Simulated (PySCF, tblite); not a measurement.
**C₅H₆N₂: geometry, infrared bands and NMR shifts**

What infrared bands and NMR shifts should C₅H₆N₂ (`CN[C@@H]1C=C1C#N`) show?

The runs use tblite 0.8.0 and PySCF 2.14.0, with density-fitted response routines of our own; the level of theory stands in each step. All values are computed, except where a source is named. Atoms are numbered from 0 throughout.

### 1 Starting geometry

13 atoms, charge 0, multiplicity 1; geometry from: force field or distance geometry start.

Bonds of the start (Å): C0–N1 1.44, N1–C2 1.47, C2–C3 1.42, C3–C4 1.33, C4–C5 1.41, C5–N6 1.17, C4–C2 1.44, C0–H7 1.10, C0–H8 1.10, C0–H9 1.09, N1–H10 1.02, C2–H11 1.09, C3–H12 1.07.

### 2 Relaxing the molecule with GFN2-xTB

Job settings and geometry (Å):

```
{"job": {"kind": "relax", "xc": "GFN2-xTB", "basis": "xTB"}, "charge": 0, "multiplicity": 1}
C     -2.003400     0.128600    -0.138600
N     -0.944600    -0.838500     0.010700
C      0.385000    -0.281400    -0.266000
C      1.507900    -1.000300     0.217800
C      1.202300     0.138700     0.839200
C      2.081000     1.237200     0.890600
N      2.816500     2.142800     0.919200
H     -1.863600     0.991400     0.535200
H     -2.964900    -0.335900     0.117100
H     -2.075400     0.491800    -1.165000
H     -1.130700    -1.649600    -0.579900
H      0.510600     0.212800    -1.224400
H      2.474700    -1.237100    -0.173700
```

Command:

```console
$ OMP_NUM_THREADS=1 python probes_run.py task.json out
```

One launch serves the whole session: the jobs run in the order shown.

**Question.** This job is followed by: GFN2-xTB harmonic vibrations, gas phase; GIAO PBE0/pcSseg-1 NMR shielding, non-relativistic, gas phase. Predict these results of the whole session: strongest single infrared mode (GFN2-xTB); zero-point energy (GFN2-xTB); 13C shifts against TMS (PBE0/pcSseg-1); 1H shifts against TMS (PBE0/pcSseg-1, means over atoms taken as alike); 15N shifts against NH3 (PBE0/pcSseg-1).

**Answer**, as computed:

| quantity | value |
| --- | --- |
| strongest single infrared mode (GFN2-xTB) | 2338 cm⁻¹, 260 km/mol |
| zero-point energy (GFN2-xTB) | 61.5 kcal/mol |
| 13C shifts against TMS (PBE0/pcSseg-1) | 137.5, 120.2, 115.8, 45.2, 37.1 ppm |
| 1H shifts against TMS (PBE0/pcSseg-1, means over atoms taken as alike) | 7.84, 3.46, 2.72, 0.78 ppm |
| 15N shifts against NH3 (PBE0/pcSseg-1) | 361.9, 58.4 ppm |

The optimisation took 81 steps and gained 1.443 eV; among the close pairs (by a distance rule), C2–C4 changed most, from 1.437 to 1.521 Å. No mode is imaginary among the 33: a minimum at this level. The strongest single mode, at 2338 cm⁻¹, moves mainly C5 and N6. GFN2-xTB is a fitted tight-binding method: band positions and strengths are rough. Its intensities can rank the bands wrongly. H12 (hydrogen on an alkene CH) lies farthest downfield among hydrogen, at 7.84 ppm; attached to an sp2 carbon and in the plane of the double bond. At PBE0/pcSseg-1: Shielding is most anisotropic at N6 (span 387 ppm, paramagnetic term -435 ppm).
